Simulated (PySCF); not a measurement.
# TlF3: other functionals and bases at one geometry

An exercise on one series of results from a longer session: the logs are not shown, and one member is left open.

Computed with PySCF 2.14.0. Level: several levels, as the steps say, no spin–orbit coupling.

2 further runs of the same task are left out: 2 for a known fault of the program.

## The system as given

4 atoms, charge 0, spin multiplicity 1.

Bond lengths: Tl1–F2 2.009 Å, Tl1–F3 2.009 Å, Tl1–F4 2.018 Å. Angles: F2–Tl1–F3 128.2°, F2–Tl1–F4 115.9°, F3–Tl1–F4 115.9°.

Geometry (Å):

```
Tl    0.2712    0.0000    0.0000
F    -0.6057    0.0000    1.8078
F    -0.6057    0.0000   -1.8078
F     2.2896    0.0000    0.0000
```

Formal oxidation states: Tl +3. An earlier session relaxed this geometry at PBE0, Tl def2-SVP with ECP60, F def2-SVP (singlet, point group C2v).

At PBE0 on the finer grid: E = -471.480638 Eh, HOMO -10.59 eV, LUMO -4.51 eV, Mulliken charge on Tl1 +1.16 e, largest force component 0.040 eV/Å. 

Levels to run: B3LYP; CAM-B3LYP; TPSS; BLYP; PBE0, TZVP; PBE0, x2c-SVP. Hardware: 2 threads of Arm Neoverse V2, shared host.

The first run:

run.py (the lines that set the calculation) reads:

```python
mol = gto.M(atom='''
Tl     0.27117     0.00000     0.00000
F     -0.60574     0.00000     1.80785
F     -0.60574     0.00000    -1.80785
F      2.28958     0.00000     0.00000''',
    basis={'Tl': 'def2-SVP', 'F': 'def2-SVP'},
    ecp={'Tl': 'def2-SVP'},
    charge=0, spin=0)
mf = dft.RKS(mol, xc='B3LYP')
mf.grids.atom_grid = (75, 302)
mf = mf.density_fit()  # fitting sets: Tl def2-universal-JKFIT, F def2-universal-JKFIT
mf.conv_tol = 1e-08; mf.max_cycle = 55
mf.kernel(dm0)  # dm0: the density of the relaxed state
```

On the command line:

```console
> OMP_NUM_THREADS=2 python run.py
```

Steps of the session up to this table: B3LYP; CAM-B3LYP; TPSS; BLYP; PBE0, TZVP; PBE0, x2c-SVP.

One table of the session follows, with a row left open; its other results are not shown here.

```
              level  HOMO (eV)  gap (eV)  charge on Tl1 (e)  dipole (D)  largest force component (eV/Å)
PBE0 (relaxed here)     -10.59      6.08               1.16        0.68                            0.04
              B3LYP     -10.25      5.49               1.10        0.66                            0.32
          CAM-B3LYP     -11.99      8.57               1.12        0.69                            0.20
               TPSS      -8.69      3.50               1.03        0.62                            0.57
               BLYP      -8.43      3.24               0.95        0.60                            0.91
         PBE0, TZVP          ?         ?                  ?           ?                               ?
      PBE0, x2c-SVP     -10.52      6.03               1.20        0.68                            0.42
```

Q: Estimate the row for PBE0, TZVP from the others.

As computed: HOMO (eV): -10.88; gap (eV): 6.14; charge on Tl1 (e): 1.26; dipole (D): 0.69; largest force component (eV/Å): 0.42. In the column «HOMO (eV)» it lies between CAM-B3LYP (-11.99) and PBE0 (relaxed here) (-10.59).

In one basis the HOMO–LUMO gap runs from 3.24 eV (BLYP) to 8.57 eV (CAM-B3LYP). The largest leftover force, 0.91 eV/Å with BLYP, stands at a geometry relaxed at another level. Total energies of different levels can't be compared.
